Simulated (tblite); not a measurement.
# C2H8AsOSi: the cost of one run

Programs: tblite 0.8.0 and PySCF 2.14.0, with density-fitted response routines of our own. Each step states its level of theory. These are calculated values for one molecule in the gas phase, unless marked as measured. Atoms are numbered from 0 throughout.

## 1. The starting structure

13 atoms, charge 0, multiplicity 2; geometry from: force field or distance geometry start.

Bonds of the start (Å): C0–C1 1.49, C1–As2 1.97, As2–Si3 2.32, Si3–O4 1.71, C0–H5 1.12, C0–H6 1.13, C0–H7 1.12, C1–H8 1.13, C1–H9 1.12, As2–H10 1.55, Si3–H11 1.48, O4–H12 0.98.

## 2. Relaxing the molecule with GFN2-xTB

Job settings and geometry (Å):

```
{"job": {"kind": "relax", "xc": "GFN2-xTB", "basis": "xTB"}, "charge": 0, "multiplicity": 2}
C     -2.034200    -0.630000    -0.397300
C     -0.733500    -0.259200     0.221900
As     0.137700     1.285600    -0.643000
Si     2.420000     0.907500    -0.436200
O      2.598300    -0.794900    -0.383100
H     -1.912900    -0.794700    -1.493700
H     -2.800600     0.183900    -0.240900
H     -2.358200    -1.587700     0.073400
H     -0.030400    -1.130300     0.041900
H     -0.809600    -0.128000     1.330800
H     -0.278400     2.638700    -0.000600
H      2.895500     1.464400     0.853400
H      2.901900    -1.154900     0.471900
```

The run is started by

```sh
OMP_NUM_THREADS=1 python probes_run.py task.json out
```

This one command runs all jobs of the session in turn.

Q: Estimate the wall time and peak memory of this first job on 1 thread of AMD EPYC, shared host.

About 2.8 s, with a peak of 0.18 GiB.
